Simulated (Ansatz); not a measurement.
# CO2Pd: the cost of one run

Computed with Ansatz 0.2.0 (the levels named in each step, unless a step's input says otherwise).

## 1. Starting point

Bond lengths: O1–C2 1.226 Å, C2–O3 1.226 Å, C2–Pd4 2.009 Å. Angles: O1–C2–O3 137.8°, O1–C2–Pd4 111.1°, O3–C2–Pd4 111.1°.

As a file:

```xyz
4

O    -1.5147    1.3275    0.6161
C    -1.2858    0.1710    0.2804
O    -1.9129   -0.8716    0.1318
Pd    0.6604   -0.0878   -0.1441
```

## 2. A rough first relaxation, PBE-D4/def2-SVPD

File input.yaml:

```yaml
crystal:
  periodic: [false, false, false]
  atoms:
    - { symbol: O, position_ang: [-1.51473, 1.32753, 0.6161] }
    - { symbol: C, position_ang: [-1.28585, 0.17099, 0.28044] }
    - { symbol: O, position_ang: [-1.91291, -0.87163, 0.13176] }
    - { symbol: Pd, position_ang: [0.66045, -0.08781, -0.14409] }
magnetization:
  spin_polarized: true
  initial_magnetization: 1
total_charge: -1
basis:
  gaussian: { orbitals: def2-SVPD }
hamiltonian:
  xc: pbe
  dispersion: d4
relax:
  f_tol: 0.03
  max_steps: 200
```

On the command line:

```
$ ansatz run input.yaml --threads 4 --pin off --max-ram 10240MiB --backend cpu --events-out ev --progress --plain --runs-dir out
```

Q: Estimate wall time and peak memory on 4 threads of AMD EPYC 9R14 (Zen 4), shared host.

About 8.8 s, with a peak of 0.26 GiB.
